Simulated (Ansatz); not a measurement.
# MnPt2 (P-3m1) in Ansatz: further runs

Runs on MnPt2. Level: PBEsol. Tasks: relaxation of cell and atoms.

Program: Ansatz 0.2.0. These are calculated values, not measurements. Logs are shortened: lines on timing, memory, paths and dates and some standing lists are left out, and cuts for length are marked.

## 1. Starting point

Symmetry: P-3m1, No. 164, trigonal system. The conventional cell has a = 2.858 Å, b = 2.858 Å, c = 6.533 Å, α = 90.00°, β = 90.00°, γ = 120.00°. Pt (site symmetry 3m) is surrounded by 3 Mn at 2.64 Å and 9 Pt at 2.86 to 2.91 Å. Mn (site symmetry -3m) is surrounded by 6 Pt at 2.64 Å and 6 Mn at 2.86 Å.

The cell comes from a database or a generator and needn't be the stable form of this composition.

## 2. Relaxation of cell and atoms, PBEsol, collinear spin, ferromagnetic start

Contents of input.yaml:

```yaml
crystal:
  lattice:
    - [2.8584044518, 0.0, 0.0]
    - [-1.4292022259, 2.4754508696, 0.0]
    - [0.0, 0.0, 6.532504]
  atoms:
    - { symbol: Pt, position: [0.6666666667, 0.3333333333, 0.316206] }
    - { symbol: Pt, position: [0.3333333333, 0.6666666667, 0.683794] }
    - { symbol: Mn, position: [0.0, 0.0, 0.0], spin: 4.0 }
hamiltonian:
  xc: pbesol
  pseudopotentials: { kind: paw }
magnetization:
  spin_polarized: true
kpoints:
  mp_grid: { grid: [11, 11, 4] }
scf:
  occupations: { method: fermi_dirac, width: 0.05 }
output:
  forces: true
  stress: true
  eigenvalues: true
relax:
  f_tol: 0.01
  max_steps: 40
  cell: { stress_tol: 0.05 }
```

Potentials or basis: Ansatz PAW.

Command:

```
$ ansatz run input.yaml --threads 2 --pin off --max-ram 5632MiB --backend cpu --events-out ev --progress --plain --runs-dir out
```

Log:

```text
Warning: RAYON_NUM_THREADS=2 ignored (pool sized by the plan → 2); use --threads N
Engine: ansatz 0.2.0, x86_64-unknown-linux-gnu
Pseudopotentials: kind: paw
Pseudopotential: Pt, paw, valence charge 18, recommended cutoff 420 eV (normal), Pt.paw.azcp
Pseudopotential: Mn, paw, valence charge 15, recommended cutoff 420 eV (normal), Mn.paw.azcp
Functional definition: PBEsol
  exchange = pbesol_x
  correlation = pbesol_c
Crystal: 3 atoms, lattice volume = 46.223 Å³
Basis set: ecut = 420 eV, 897 PW (Γ), exchange–correlation on 40×40×90 points (8 copies of the dense FFT grid, shifted against one another)
Bands: 33, of which v1, the nominal top of the filled ones, is band 26 counted from 1 (25 counted from 0)
Symmetry: 12 space group operations
Space group: P-3m1 (ITA 164), of the structure as read, at distance tolerance 3.6e-5 Å
Magnetic group: BNS 164.85 (UNI 1315), of the structure as read, at distance tolerance 3.6e-5 Å
k-points: 58 of 484
Non-local potential: Pt, projectors of the file, l = 0: 3, l = 1: 2, l = 2: 2, l = 3: 1
Non-local potential: Mn, projectors of the file, l = 0: 3, l = 1: 2, l = 2: 3, l = 3: 1
PAW form: soft (Blöchl's): semilocal exchange-correlation on the pseudo side does not see the compensation charge
PAW frozen core: Pt, regenerated for the run's functional, and the local potential with it (the file was generated under x = pbe(κ = 0.804, μ = 0.2195149727645171), c = pbe(β = 0.06672455060314922))
PAW frozen core: Mn, regenerated for the run's functional, and the local potential with it (the file was generated under x = pbe(κ = 0.804, μ = 0.2195149727645171), c = pbe(β = 0.06672455060314922))
PAW one-centre angular grid: Pt, 590 points (default); XC on 64 Gauss nodes
PAW one-centre angular grid: Mn, 590 points (default); XC on 64 Gauss nodes
Initial density: superposition of atomic densities (chi_scale 0.1, normalization cell, long waves kept (reshape's long-wave potential 0.20 eV rms))
Starting moments: Σ|m| = 4 μB on 1 of 3 sites
Initial wavefunctions: pseudopotential atomic-orbital guess
Functional: x = pbesol(κ = 0.804, μ = 0.12345679012345678), c = pbesol(β = 0.046)
SCF iter   1: F=—  HF=-28640.998900 eV  |F-HF|=—  |Δ(HF+E_count)|=         —  Δρ=1.31e-1 (↑1.02e-1 ↓1.31e-1)  dr2=7.15e1  dr2_m=1.64e-1  M=3.429 μB ∫|m|=3.500 μB  β_m=0.30  ethr=3.10e-3  ⟨swp⟩=5.7  Hψ=13246  notcnv=0
Mixer restart at iter 1: flushing history
preconditioner: auto → Kerker (q_TF=auto, 2.773 Å⁻¹)  [metal: Δε(μ)=0.009 eV  Ē_g=7.842 eV  σ=0.050 eV  W_gap=0.04  n_scr=22 (ndim 8)  ℏωp=28.4 eV  f_vac=0.000  D(μ)=3.46/eV (n_scr^D=36)]
spin=Collinear: Kerker preconditioning applied to the charge; magnetization (m = ρ↑ − ρ↓) channel mixes plain (no charge-response kernel on spin).
SCF iter   2: F=—  HF=-28639.109104 eV  |F-HF|=—  |Δ(HF+E_count)|=    1.89e0  Δρ=6.90e-2 (↑4.76e-2 ↓6.90e-2)  dr2=2.55e1  dr2_m=1.30e-1  M=3.534 μB ∫|m|=3.615 μB  β_m=0.44  ethr=3.10e-3  ⟨swp⟩=3.0  Hψ=8226  notcnv=0  defer=129
SCF iter   3: F=—  HF=-28637.041156 eV  |F-HF|=—  |Δ(HF+E_count)|=    2.07e0  Δρ=1.97e-2 (↑1.69e-2 ↓1.97e-2)  dr2=3.97e0  dr2_m=1.96e-2  M=3.843 μB ∫|m|=3.910 μB  β_m=0.50  ethr=3.10e-3  ⟨swp⟩=2.8  Hψ=7212  notcnv=0  defer=130
SCF iter   4: F=—  HF=-28636.546432 eV  |F-HF|=—  |Δ(HF+E_count)|=   4.95e-1  Δρ=1.54e-2 (↑1.54e-2 ↓1.52e-2)  dr2=5.17e-1  dr2_m=9.70e-3  M=4.004 μB ∫|m|=4.074 μB  β_m=0.67  ethr=3.10e-3  ⟨swp⟩=2.3  Hψ=5419  notcnv=0  defer=134
SCF iter   5: F=—  HF=-28636.658671 eV  |F-HF|=—  |Δ(HF+E_count)|=   1.12e-1  Δρ=1.08e-2 (↑4.76e-3 ↓1.08e-2)  dr2=3.68e-2  dr2_m=2.11e-2  M=4.181 μB ∫|m|=4.253 μB  β_m=0.84  ethr=1.01e-3  ⟨swp⟩=2.4  Hψ=6259  notcnv=0  defer=136
SCF iter   6: F=—  HF=-28636.718374 eV  |F-HF|=—  |Δ(HF+E_count)|=         —  Δρ=1.49e-2 (↑1.49e-2 ↓7.64e-3)  dr2=2.15e-2  dr2_m=5.09e-2  M=4.494 μB ∫|m|=4.566 μB  β_m=0.84  ethr=7.22e-5  ⟨swp⟩=2.3  Hψ=7576  notcnv=0  defer=141
[... 107 lines left out ...]
SCF iter   3: F=—  HF=-28636.794505 eV  |F-HF|=—  |Δ(HF+E_count)|=   5.03e-7  Δρ=3.76e-5 (↑3.66e-5 ↓3.76e-5)  dr2=1.28e-6  dr2_m=6.13e-8  M=4.144 μB ∫|m|=4.214 μB  β_m=0.33  ethr=6.36e-9  ⟨swp⟩=2.0  Hψ=5341  notcnv=0
SCF iter   4: F=—  HF=-28636.794505 eV  |F-HF|=—  |Δ(HF+E_count)|=   1.11e-9  Δρ=1.40e-5 (↑1.03e-5 ↓1.40e-5)  dr2=9.86e-8  dr2_m=3.69e-8  M=4.143 μB ∫|m|=4.214 μB  β_m=0.42  ethr=2.50e-9  ⟨swp⟩=2.4  Hψ=6554  notcnv=0
SCF iter   5: F=—  HF=-28636.794505 eV  |F-HF|=—  |Δ(HF+E_count)|=   1.37e-7  Δρ=8.97e-6 (↑6.94e-6 ↓8.97e-6)  dr2=2.06e-8  dr2_m=2.21e-8  M=4.143 μB ∫|m|=4.214 μB  β_m=0.71  ethr=1.93e-10  ⟨swp⟩=1.7  Hψ=4362  notcnv=0
SCF iter   6: F=—  HF=-28636.794505 eV  |F-HF|=—  |Δ(HF+E_count)|=   1.10e-7  Δρ=3.51e-6 (↑3.51e-6 ↓2.37e-6)  dr2=1.45e-8  dr2_m=2.23e-10  M=4.143 μB ∫|m|=4.213 μB  β_m=0.63  ethr=4.05e-11  ⟨swp⟩=2.0  Hψ=5543  notcnv=0
SCF iter   7: F=—  HF=-28636.794505 eV  |F-HF|=—  |Δ(HF+E_count)|=   1.39e-9  Δρ=3.61e-6 (↑3.61e-6 ↓2.49e-6)  dr2=2.70e-9  dr2_m=3.43e-9  M=4.143 μB ∫|m|=4.213 μB  β_m=0.57  ethr=2.84e-11  ⟨swp⟩=2.0  Hψ=6206  notcnv=0
SCF iter   8: F=—  HF=-28636.794505 eV  |F-HF|=—  |Δ(HF+E_count)|=  5.17e-10  Δρ=3.92e-7 (↑3.76e-7 ↓3.92e-7)  dr2=7.92e-11  dr2_m=1.22e-11  M=4.143 μB ∫|m|=4.213 μB  β_m=0.67  ethr=5.30e-12  ⟨swp⟩=2.0  Hψ=5335  notcnv=0
SCF iter   9: F=—  HF=-28636.794505 eV  |F-HF|=—  |Δ(HF+E_count)|=  2.91e-10  Δρ=9.41e-8 (↑9.41e-8 ↓4.19e-8)  dr2=5.43e-12  dr2_m=1.03e-12  M=4.143 μB ∫|m|=4.213 μB  β_m=0.84  ethr=1.00e-12  ⟨swp⟩=1.7  Hψ=4407  notcnv=0
SCF iter  10: F=—  HF=-28636.794505 eV  |F-HF|=—  |Δ(HF+E_count)|=  1.09e-11  Δρ=1.10e-7 (↑7.50e-8 ↓1.10e-7)  dr2=3.14e-11  dr2_m=1.63e-13  M=4.143 μB ∫|m|=4.213 μB  β_m=0.82  ethr=1.00e-12  ⟨swp⟩=1.0  Hψ=3828  notcnv=0
SCF iter  11: F=-28636.794505 eV  HF=-28636.794505 eV  |F-HF|=0.00e0  |Δ(HF+E_count)|=  3.64e-12  Δρ=3.55e-8 (↑2.92e-8 ↓3.55e-8)  dr2=3.49e-12  dr2_m=8.55e-15  M=4.143 μB ∫|m|=4.213 μB  ethr=1.00e-12  ⟨swp⟩=3.0  Hψ=13117  notcnv=0
SCF 7 converged in 11 iterations: F = -28636.794505 eV  dr2 = 3.49e-12
relax step   7: F+E_penalty+E_count = -28636.79450521 eV  Δ(F+E_penalty+E_count) = +1.081e-3 eV  max|allowed force component| = 3.359e-4 eV/Å  Δτ_max = 0.0000 Å  P = +0.009 GPa  Ω = 43.607 Å³  stress off target by 1.13e-2 GPa  SCF on the basis re-selected at this cell (its energy is not comparable with the rows above)  (11 SCF iters)
basis re-selected at this cell: Δ(F+E_penalty+E_count) = +1.081e-3 eV, ΔP = +0.011 GPa vs the last step (what re-selecting the basis moved, of the pressure what is left beyond the Pulay correction that the steps carried, after the strain that the cell walked since its last selection, with what the two solves' SCF thresholds leave and, on support functions, any second-order correction that the steps lacked; it is no measure of the basis error at this ecutwfc). This SCF's stress stands 1.13e-2 GPa from its target on what of the cell is left free (relax.cell.stress_tol is 5.00e-2 GPa) and its largest allowed force component is 3.36e-4 eV/Å (relax.f_tol is 1.00e-2 eV/Å): within both
SCF converged after 11 iterations
Magnetization: 4.1432 μB (27.5716 up, 23.4284 down)
Absolute magnetization: 4.2144 μB (∫|ρ↑−ρ↓|, with the PAW one-centre terms)
Spin contamination: 0.1001 ħ² per cell (⟨S²⟩ above its minimum at these occupations)
Per-site moments (μB) at R_I (Å): [(0.2538042061341734, 1.0823593895981751), (0.2538042061341737, 1.0823593895981751), (3.4653212272316645, 1.0823593895981751)]
Free energy (F): -28636.794505 eV
Harris-Foulkes:  -28636.794505 eV  (|F-HF|=0.00e0)
Internal energy: -28636.768050 eV  (E = F + TS)
E sigma→0 (E₀):  -28636.781277 eV
Entropy (-TS):   -0.026455 eV (-8.818 meV/atom)
Fermi energy:    21.079021 eV
--- Per-component energies (eV) ---
  E_band       = -487.058852
  E_kinetic    = 1579.761685
  E_local      = -4768.218890  (includes V_loc(G=0)·N_el)
  E_nonlocal   = 653.330067
  E_hartree    = 1840.991781
  E_xc         = -633.693040
  E_vxc        = -750.081665  (∫ρ·V_xc dr)
  E_paw        = -19905.777957  (= ΣΔE_a)
  E_vpaw       = -883.834002  (= ΣTr[D̂ρ^β])
  E_aug_tail   = 0.000371  (compensation charges beyond the density's cutoff)
  E_ewald      = -7403.905679
  E_core_change = 0.743613  (= ΣΔE_core)
  E_smearing   = -0.026455  (= −TS)
  E_closure    = 0.000000  (closes the sum)
  Σ components = -28636.794505   (vs F -28636.794505, Δ=0.00e0)
--- Forces (eV/Å), atoms counted from 1 ---
  atom   1  Pt    -0.00000000    -0.00000000    -0.00033591
  atom   2  Pt    -0.00000000     0.00000000     0.00033591
  atom   3  Mn     0.00000000     0.00000000     0.00000000
  max |Σ_I F_I| component: 9.25e-18 eV/Å
--- Stress (GPa, compression-positive) ---
        0.011301       0.000000      -0.000000
        0.000000       0.011301       0.000000
        0.000000       0.000000       0.003503
  P = ⅓ Tr σ = 0.0087 GPa (0.087 kbar)
--- Band table (eV; the first three rows and the last of 116) ---
  k-point 0 ↑: bands = ["-77.5663", "-77.5566", "-59.4351", "-31.8355", "-31.6804", "-31.5995", "-31.5995", "-31.5791", "-31.5791", "-28.3040", "-28.2069", "-28.2069", "11.1731", "13.3886", "14.8405", "17.2570", "17.2570", "17.3849", "17.3849", "17.4694", "18.0989", "18.2029", "18.2029", "18.8086", "19.5821", "19.5821", "20.0095", "20.0095", "20.3917", "20.3917", "31.0569", "32.0143", "36.1339"]
  k-point 1 ↑: bands = ["-77.5663", "-77.5566", "-59.4351", "-31.8404", "-31.6751", "-31.5996", "-31.5996", "-31.5789", "-31.5789", "-28.3044", "-28.2069", "-28.2069", "11.4218", "13.0696", "14.6715", "16.8438", "17.2353", "17.2353", "17.4375", "17.4375", "18.2841", "18.2841", "18.4474", "19.5094", "19.5094", "19.5861", "19.5861", "19.7899", "20.7942", "20.7942", "28.6551", "34.3290", "35.7653"]
  k-point 2 ↑: bands = ["-77.5663", "-77.5566", "-59.4351", "-31.8450", "-31.6702", "-31.5998", "-31.5998", "-31.5788", "-31.5788", "-28.3048", "-28.2069", "-28.2069", "11.8875", "12.5008", "14.5354", "16.6667", "17.2076", "17.2076", "17.5112", "17.5112", "18.3642", "18.3642", "18.4252", "19.2812", "19.2812", "19.4868", "19.4868", "20.8397", "21.0143", "21.0143", "27.2007", "35.5200", "35.6736"]
  k-point 57 ↓: bands = ["-77.3840", "-77.3830", "-55.6352", "-31.7108", "-31.6918", "-31.6420", "-31.6141", "-31.5134", "-31.4989", "-24.6437", "-24.6265", "-24.6032", "15.8430", "15.8819", "16.2814", "16.6864", "16.7401", "16.9480", "17.4074", "18.4256", "18.6921", "19.0057", "21.5962", "22.1572", "22.2960", "22.4101", "23.5447", "26.0234", "26.3547", "26.4921", "27.2253", "28.4471", "29.4043"]
--- Relaxed structure (6 steps of the walk, 5 accepted, 1 SCFs on fresh bases) ---
  F+E_penalty+E_count = -28636.79450521 eV   max|allowed force component| = 3.359e-4 eV/Å   (the final SCF, on the basis selected at the relaxed cell)
  cell:  # Å, volume = 43.6070 Å³
    - [2.77358209952452, 1.6362148518780515e-33, 5.742730642236053e-33]
    - [-1.38679104976226, 2.401992557670013, -9.24649785350381e-33]
    - [1.125457275241988e-32, -2.242880786676278e-32, 6.545506934078355]
  atoms:
    - { symbol: Pt, position: [0.6666666666666666, 0.33333333333333326, 0.3175624067806671] }
    - { symbol: Pt, position: [0.33333333333333326, 0.6666666666666665, 0.6824375932193327] }
    - { symbol: Mn, position: [1.0837946373155211e-33, 2.7014298015510917e-37, 4.4258768051189526e-20] }
```

It took 1.7 min on 2 threads of Intel Xeon at 2.50GHz (Skylake/Cascade Lake), shared host; peak memory 0.48 GiB.

What came out:

```yaml
Free_energy: -28636.7945 eV
Relaxed_volume: 14.54 Å³/atom
Relaxed_cell: a = 2.774 Å, b = 2.774 Å, c = 6.546 Å, α = 90.00°, β = 90.00°, γ = 120.00°
Space_group_after_relaxing_to_0.05_Å: P-3m1 (No. 164)
Energy_gained_by_relaxing: 29.4 meV/atom
Ionic_steps: 6
Pressure_after_relaxing: 0.0 GPa
Band_gap_on_the_k_mesh: none (metal or under the smearing width)
Net_moment: 4.14 μB per cell
Absolute_moment: 4.21 μB per cell
Site_moments: Pt +0.25; Mn +3.47 μB
```

Step by step:
```csv
step,energy change (eV),largest force (eV/Å),volume (Å³)
1,0.0000,0.0257,46.22
2,-0.0865,0.0426,43.94
3,-0.0891,0.0173,43.53
4,-0.0892,0.0029,43.59
5,-0.0892,0.0003,43.61
6,-0.0882,0.0003,43.61
```

Final structure:
```yaml
crystal:
  lattice:
    - [2.77358, 0.00000, 0.00000]
    - [-1.38679, 2.40199, 0.00000]
    - [0.00000, 0.00000, 6.54551]
  atoms:
    - { symbol: Pt, position: [0.66667, 0.33333, 0.31756] }
    - { symbol: Pt, position: [0.33333, 0.66667, 0.68244] }
    - { symbol: Mn, position: [0.00000, 0.00000, 0.00000] }
```

Caveat: the plane-wave basis is chosen anew once the cell has moved, so the energies of steps on either side of that aren't comparable; the PAW data sets come from PBE, with cores solved anew for the run's functional, which leaves a small shift of forces and pressure. The run has no spin-orbit coupling, so splittings on Pt are missing.

## 3. Relaxation of cell and atoms, PBEsol, collinear spin, ferromagnetic start, target pressure 2 GPa, at which the enthalpy is minimised

Changes to input.yaml since step 2:

```diff
@@ -22,2 +22,6 @@
   eigenvalues: true
+  write_density: true
+  write_potential: true
+  elf: true
+  volumetric_format: npy
 relax:
@@ -25,2 +29,2 @@
   max_steps: 40
-  cell: { stress_tol: 0.05 }
+  cell: { stress_tol: 0.05, p_target: 2.0 }
```

Potentials or basis: Ansatz PAW.

Command:

```
$ ansatz run input.yaml --threads 2 --pin off --max-ram 5632MiB --backend cpu --events-out ev --progress --plain --runs-dir out
```

It took 100 s on 2 threads of Intel Xeon at 2.50GHz (Skylake/Cascade Lake), shared host; peak memory 0.49 GiB.

Results (log left out):

```yaml
Free_energy: -28636.7916 eV
Relaxed_volume: 14.38 Å³/atom
Relaxed_cell: a = 2.761 Å, b = 2.761 Å, c = 6.533 Å, α = 90.00°, β = 90.00°, γ = 120.00°
Space_group_after_relaxing_to_0.05_Å: P-3m1 (No. 164)
Energy_change_on_relaxing_the_enthalpy_is_what_falls: -28.4 meV/atom
Ionic_steps: 6
Pressure_after_relaxing: 2.0 GPa
Band_gap_on_the_k_mesh: none (metal or under the smearing width)
Net_moment: 4.06 μB per cell
Absolute_moment: 4.13 μB per cell
Site_moments: Pt +0.24; Mn +3.40 μB
```

The path:
| step | energy change (eV) | largest force (eV/Å) | volume (Å³) |
| --- | --- | --- | --- |
| 1 | 0.0000 | 0.0257 | 46.22 |
| 2 | -0.0859 | 0.0519 | 43.81 |
| 3 | -0.0847 | 0.0210 | 43.03 |
| 4 | -0.0859 | 0.0052 | 43.10 |
| 5 | -0.0865 | 0.0003 | 43.14 |
| 6 | -0.0852 | 0.0004 | 43.14 |

Final structure:
```
Pt Mn
1.0
     2.76146    0.00000    0.00000
    -1.38073    2.39149    0.00000
     0.00000    0.00000    6.53270
Pt Mn
2 1
Direct
  0.66667 0.33333 0.31773
  0.33333 0.66667 0.68227
  0.00000 0.00000 0.00000
```

Levels at points of the mesh, in eV from the Fermi level:
Spin up:
| k point | band 25 | band 26 | band 27 | band 28 | band 29 | band 30 | band 31 | band 32 |
| --- | --- | --- | --- | --- | --- | --- | --- | --- |
| (0.00, 0.00, 0.00) | -1.48 | -1.48 | -1.08 | -1.08 | -0.67 | -0.67 | 10.03 | 10.98 |
| (0.00, 0.00, -0.50) | -1.82 | -1.57 | -1.57 | -0.28 | -0.05 | -0.05 | 6.19 | 14.45 |
Spin down:
```tsv
k point	band 21	band 22	band 23	band 24	band 25	band 26	band 27	band 28
(0.00, 0.00, 0.00)	-2.78	-1.95	-1.95	-0.94	-0.94	0.27	1.22	1.22
(0.00, 0.00, -0.50)	-1.66	-1.66	-1.43	-1.43	-0.17	0.00	1.27	1.27
```

Caveat: the plane-wave basis is chosen anew once the cell has moved, so the energies of steps on either side of that aren't comparable; the PAW data sets come from PBE, with cores solved anew for the run's functional, which leaves a small shift of forces and pressure.
